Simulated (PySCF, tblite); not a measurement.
# CH₉ClOSi₃: geometry, infrared bands and NMR shifts

Wanted: the infrared bands and NMR shifts of CH₉ClOSi₃ (`[SiH3]C[Si@H](Cl)O[SiH3]`), by calculation.

Computed with tblite 0.8.0 and PySCF 2.14.0, with density-fitted response routines of our own, on a single molecule in the gas phase. Atoms are numbered from 0 throughout.

## Step 1: The molecule as given

15 atoms, charge 0, multiplicity 1; geometry from: force field or distance geometry start.

Bonds of the start (Å): Si0–C1 1.85, C1–Si2 1.82, Si2–Cl3 2.07, Si2–O4 1.66, O4–Si5 1.66, Si0–H6 1.49, Si0–H7 1.48, Si0–H8 1.49, C1–H9 1.11, C1–H10 1.09, Si2–H11 1.49, Si5–H12 1.49, Si5–H13 1.48, Si5–H14 1.49.

## Step 2: Relaxing the molecule with GFN2-xTB

The job: settings as JSON, then the geometry in Å.

```
{"job": {"kind": "relax", "xc": "GFN2-xTB", "basis": "xTB"}, "charge": 0, "multiplicity": 1}
Si     2.121000    -1.036000     0.096900
C      1.644600     0.752500     0.092500
Si    -0.087400     0.819100    -0.469400
Cl    -0.585500     2.802600    -0.769200
O     -1.203500     0.249000     0.620900
Si    -2.772400    -0.282300     0.635300
H      2.016200    -1.606900    -1.270500
H      3.526700    -1.174400     0.547000
H      1.270000    -1.831200     1.022700
H      1.751000     1.178700     1.106900
H      2.304200     1.312400    -0.566800
H     -0.288700     0.158900    -1.785800
H     -3.146000    -0.638400     2.037100
H     -2.879800    -1.483600    -0.226000
H     -3.674700     0.787400     0.136500
```

Run with:

```sh
$ OMP_NUM_THREADS=1 python probes_run.py task.json out
```

One launch serves the whole session: the jobs run in the order shown.

**Question.** This job is followed by: GFN2-xTB harmonic vibrations, gas phase; GIAO PBE0/pcSseg-1 NMR shielding, non-relativistic, gas phase. Predict these results of the whole session: strongest single infrared mode (GFN2-xTB); zero-point energy (GFN2-xTB); ¹³C shifts against TMS (PBE0/pcSseg-1); ¹H shifts against TMS (PBE0/pcSseg-1, means over atoms taken as alike); ²⁹Si shifts against TMS (PBE0/pcSseg-1); ³⁵Cl shifts against HCl (PBE0/pcSseg-1); ¹⁷O shifts against H2O (PBE0/pcSseg-1); surface potential, 1st and 99th percentile.

As calculated:

```
                                                              quantity                              value
                             strongest single infrared mode (GFN2-xTB)              1097 cm⁻¹, 622 km/mol
                                          zero-point energy (GFN2-xTB)                      55.9 kcal/mol
                                ¹³C shifts against TMS (PBE0/pcSseg-1)                            0.5 ppm
¹H shifts against TMS (PBE0/pcSseg-1, means over atoms taken as alike)  5.39, 5.16, 4.03, 0.38, -0.01 ppm
                               ²⁹Si shifts against TMS (PBE0/pcSseg-1)             -9.3, -43.7, -77.3 ppm
                               ³⁵Cl shifts against HCl (PBE0/pcSseg-1)                             68 ppm
                                ¹⁷O shifts against H2O (PBE0/pcSseg-1)                           48.8 ppm
                                 surface potential, 1st and 99th percentile                 -0.56 V and 1.31 V
```

Over 117 steps the energy fell by 0.360 eV; of the close pairs, C1–Si2 changed most, 1.822 to 1.891 Å. The lowest mode is slightly imaginary (14i cm⁻¹), a soft motion within the noise of the Hessian, so the minimum is not strictly shown. The strongest single mode, at 1097 cm⁻¹, moves mainly O4. GFN2-xTB is a fitted tight-binding method: band positions and strengths are rough. Its intensities can rank the bands wrongly. At PBE0/pcSseg-1: Shielding is most anisotropic at Cl3 (span 232 ppm, paramagnetic term -267 ppm).
